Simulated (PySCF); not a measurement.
# C2H6Te: the cost of one run

Computed with PySCF 2.14.0. Level: levels as typed in each script, gas phase, geometry from GFN2-xTB.

### Step 1. Starting geometry

SMILES `C[Te]C`, 9 atoms, charge 0, spin multiplicity 1.

Bond lengths: C1–Te2 2.161 Å, C1–H4 1.083 Å, C1–H5 1.081 Å, C1–H6 1.083 Å, Te2–C3 2.161 Å, C3–H7 1.082 Å, C3–H8 1.081 Å, C3–H9 1.083 Å. Angles: Te2–C1–H4 110.1°, Te2–C1–H5 108.3°, Te2–C1–H6 110.1°, H4–C1–H5 109.3°, H4–C1–H6 109.5°, H5–C1–H6 109.3°, C1–Te2–C3 92.5°, Te2–C3–H7 110.1°, Te2–C3–H8 108.3°, Te2–C3–H9 110.1°, H7–C3–H8 109.3°, H7–C3–H9 109.5°, H8–C3–H9 109.3°.

As a file:

```xyz
9
C2H6Te
C     1.56078   -1.08910    0.00006
Te    0.00002    0.40518    0.00000
C    -1.56086   -1.08902   -0.00005
H     1.48349   -1.70885    0.88429
H     2.51628   -0.58286   -0.00023
H     1.48342   -1.70897   -0.88417
H    -1.48379   -1.70866    0.88419
H    -2.51632   -0.58272    0.00023
H    -1.48360   -1.70878   -0.88427
```

### Step 2. Density, bond paths and surface potential (CAM-B3LYP/def2-svpd)

Input file input.py:

```python
import numpy as np
from pyscf import gto, scf, dft
from pyscf.scf import atom_ks, atom_hf
from scipy.linalg import block_diag

def solve(mol, dm0=None, hcore=None):
    mf = (dft.UKS if mol.spin else dft.RKS)(mol, xc='camb3lyp')
    mf.grids.level = 3
    mf = mf.density_fit(auxbasis='def2-universal-jkfit')
    mf.conv_tol, mf.max_cycle = 1e-8, 80
    if hcore is not None:
        mf.get_hcore = lambda *args: hcore
    mf.kernel(dm0)
    if not mf.converged:
        mf = mf.newton().run(mf.mo_coeff, mf.mo_occ, max_cycle=30)
    assert mf.converged, 'SCF not converged'
    return mf

mol = gto.M(atom='''
C      1.56078    -1.08910     0.00006
Te     0.00002     0.40518     0.00000
C     -1.56086    -1.08902    -0.00005
H      1.48349    -1.70885     0.88429
H      2.51628    -0.58286    -0.00023
H      1.48342    -1.70897    -0.88417
H     -1.48379    -1.70866     0.88419
H     -2.51632    -0.58272     0.00023
H     -1.48360    -1.70878    -0.88427
''', basis='def2-svpd', ecp={'Te': 'def2-svpd'}, charge=0, spin=0, verbose=4)
mf = solve(mol)
mf.analyze()
# spherically averaged free atoms, for the promolecule
atom_ks.AtomSphAverageRKS.init_guess_by_vsap = lambda self, mol=None: self.init_guess_by_minao(mol)  # core potentials
atm = atom_ks.get_atm_nrks(mol, xc='camb3lyp')
pro = block_diag(*[(atm[a[0]][2] * atm[a[0]][3]) @ atm[a[0]][2].T for a in mol._atom])
np.savez('result.npz', e=mf.e_tot, c=mf.mo_coeff, occ=mf.mo_occ, eps=mf.mo_energy, pro=pro, dip=mf.dip_moment(verbose=0), s2=mf.spin_square()[0])
```

Launch:

```bash
$ OMP_NUM_THREADS=1 python input.py
```

What time and memory should one allow on 1 thread of Intel Xeon Platinum 8259CL at 2.50GHz (Skylake/Cascade Lake), shared host?

About 16 s, with a peak of 0.51 GiB.
